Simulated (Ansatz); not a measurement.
# C6H18N2O2Ti: a ladder of functionals and wavefunction methods

An exercise on one series of results from a longer session: the logs are not shown, and one member is left open.

Computed with Ansatz 0.2.0, Gaussian basis. Level: functionals in def2-TZVPP, the program's frozen cores in correlated methods.

Plan: LDA (SPW92), PBE-D4, revPBE-D4, BLYP-D4, r2SCAN-D4, B97M-V, PBE0-D4, B3LYP-D4, r2SCANh-D4, r2SCAN0-D4, HSE06-D4, BHLYP-D4, CAM-B3LYP-D4, LC-ωPBE, ωB97X-V, ωB97M-V, B2PLYP, PBE-QIDH; CCSD(T)/def2-SVP; CCSD(T)/def2-TZVPP; MP2/def2-QZVPP; extrapolation to the limit; RPA on PBE.

### The geometry

An earlier PBE0-D4 in a triple-zeta def2 set relaxation fixed the geometry.

29 atoms, charge 0, spin multiplicity 1.

Atoms are counted from 1 here; the program's logs count them from 0.

Bond lengths: C1–C2 1.518 Å, C1–H12 1.092 Å, C1–H13 1.092 Å, C1–H14 1.094 Å, C2–C3 1.522 Å, C2–N4 1.450 Å, C2–H15 1.103 Å, C3–H16 1.094 Å, C3–H17 1.094 Å, C3–H18 1.093 Å, N4–Ti5 1.891 Å, N4–H19 1.015 Å, Ti5–O6 1.814 Å, Ti5–O7 1.810 Å, Ti5–N8 1.883 Å, O6–H20 0.957 Å, O7–H21 0.957 Å, N8–C9 1.450 Å and more. Angles: C2–C1–H12 110.7°, C2–C1–H13 110.8°, C2–C1–H14 110.2°, H12–C1–H13 108.3°, H12–C1–H14 108.3°, H13–C1–H14 108.4°, C1–C2–C3 110.9°, C1–C2–N4 110.5°, C1–C2–H15 107.6°, C3–C2–N4 110.6°, C3–C2–H15 107.6°, N4–C2–H15 109.6°, C2–C3–H16 111.1°, C2–C3–H17 110.3°, C2–C3–H18 111.0°, H16–C3–H17 108.1°, H16–C3–H18 107.8°, H17–C3–H18 108.5° and more.

Geometry (Å):

```xyz
29
charge 0, multiplicity 1
C     2.1284   -0.6758   -0.9139
C     1.1626   -0.0041   -1.8738
C     1.8779    0.4423   -3.1403
N     0.5107    1.1220   -1.2334
Ti    0.0444    1.5913    0.5380
O    -1.3677    2.7154    0.3546
O     1.4514    2.2876    1.4389
N    -0.4568    0.0280    1.4601
C    -1.6922   -0.7102    1.2855
C    -1.4260   -2.1226    0.7795
C    -2.5156   -0.7229    2.5658
H     2.5908   -1.5495   -1.3792
H     1.6126   -1.0022   -0.0089
H     2.9221    0.0207   -0.6268
H     0.4063   -0.7524   -2.1635
H     1.1807    0.9081   -3.8426
H     2.6556    1.1722   -2.8985
H     2.3449   -0.4066   -3.6463
H     0.0853    1.7374   -1.9196
H    -1.5660    3.5733    0.7286
H     2.3418    2.4882    1.1519
H     0.1238   -0.3556    2.1971
H    -2.2730   -0.1822    0.5183
H    -0.8347   -2.6841    1.5102
H    -2.3598   -2.6668    0.6143
H    -0.8686   -2.0961   -0.1586
H    -2.7218    0.2961    2.8978
H    -3.4666   -1.2424    2.4213
H    -1.9701   -1.2375    3.3638
```

Set-up of the first run:

Input file in.yaml:

```yaml
crystal:
  periodic: [false, false, false]
  atoms:
    - {symbol: C, position_ang: [2.128404, -0.675845, -0.913937]}
    - {symbol: C, position_ang: [1.162583, -0.004097, -1.873753]}
    - {symbol: C, position_ang: [1.877882, 0.442301, -3.140275]}
    - {symbol: N, position_ang: [0.510739, 1.122005, -1.233365]}
    - {symbol: Ti, position_ang: [0.044390, 1.591349, 0.537971]}
    - {symbol: O, position_ang: [-1.367672, 2.715373, 0.354592]}
    - {symbol: O, position_ang: [1.451371, 2.287649, 1.438907]}
    - {symbol: N, position_ang: [-0.456761, 0.028045, 1.460148]}
    - {symbol: C, position_ang: [-1.692221, -0.710222, 1.285469]}
    - {symbol: C, position_ang: [-1.426010, -2.122567, 0.779532]}
    - {symbol: C, position_ang: [-2.515603, -0.722936, 2.565838]}
    - {symbol: H, position_ang: [2.590782, -1.549474, -1.379167]}
    - {symbol: H, position_ang: [1.612639, -1.002188, -0.008899]}
    - {symbol: H, position_ang: [2.922070, 0.020715, -0.626806]}
    - {symbol: H, position_ang: [0.406257, -0.752438, -2.163483]}
    - {symbol: H, position_ang: [1.180711, 0.908097, -3.842590]}
    - {symbol: H, position_ang: [2.655635, 1.172176, -2.898527]}
    - {symbol: H, position_ang: [2.344887, -0.406603, -3.646301]}
    - {symbol: H, position_ang: [0.085314, 1.737365, -1.919553]}
    - {symbol: H, position_ang: [-1.566040, 3.573328, 0.728640]}
    - {symbol: H, position_ang: [2.341826, 2.488202, 1.151869]}
    - {symbol: H, position_ang: [0.123846, -0.355569, 2.197115]}
    - {symbol: H, position_ang: [-2.272969, -0.182205, 0.518303]}
    - {symbol: H, position_ang: [-0.834714, -2.684113, 1.510163]}
    - {symbol: H, position_ang: [-2.359808, -2.666849, 0.614284]}
    - {symbol: H, position_ang: [-0.868610, -2.096142, -0.158575]}
    - {symbol: H, position_ang: [-2.721780, 0.296099, 2.897799]}
    - {symbol: H, position_ang: [-3.466629, -1.242426, 2.421287]}
    - {symbol: H, position_ang: [-1.970121, -1.237527, 3.363812]}
basis:
  gaussian: {orbitals: def2-TZVPP}
hamiltonian: {xc: lda}
output: {orbitals: {seedname: orbitals}}
```

Command:

```sh
> ansatz run in.yaml --threads 11 --pin off --events-out ev --progress --plain --max-ram 174080MiB --backend cuda --devices 0, --max-vram 75GiB
```

Steps of the session up to this table: LDA; PBE-D4 (GGA); revPBE-D4 (GGA); BLYP-D4 (GGA); r2SCAN-D4 (meta-GGA); B97M-V (meta-GGA); PBE0-D4 (hybrid); B3LYP-D4 (hybrid); r2SCANh-D4 (hybrid); r2SCAN0-D4 (hybrid); HSE06-D4 (hybrid); BHLYP-D4 (hybrid); CAM-B3LYP-D4 (range-separated); LC-ωPBE (range-separated); ωB97X-V (range-separated); ωB97M-V (range-separated); B2PLYP (double hybrid); PBE-QIDH (double hybrid).

One of the session's tables, all rows but one given; the rest of the session is left out.

It belongs to the step «Orbital energies across the functionals». 

```
  functional  HOMO (eV)  gap (eV)
 LDA (SPW92)          ?         ?
      PBE-D4      -4.97      3.07
   revPBE-D4      -4.89      3.08
     BLYP-D4      -4.86      3.05
   r2SCAN-D4      -5.20      3.43
      B97M-V      -5.33      3.52
     PBE0-D4      -6.23      5.39
    B3LYP-D4      -6.03      4.89
  r2SCANh-D4      -5.68      4.31
  r2SCAN0-D4      -6.41      5.66
    HSE06-D4      -5.83      4.61
    BHLYP-D4      -7.45      7.80
CAM-B3LYP-D4      -7.59      7.87
     LC-ωPBE      -8.89     10.35
     ωB97X-V      -8.57      9.97
     ωB97M-V      -8.51      9.64
```

Q: Estimate the row for LDA (SPW92) from the others.

As computed: HOMO (eV): -5.15; gap (eV): 3.00. In the column «HOMO (eV)» it lies between r2SCAN-D4 (-5.20) and PBE-D4 (-4.97).
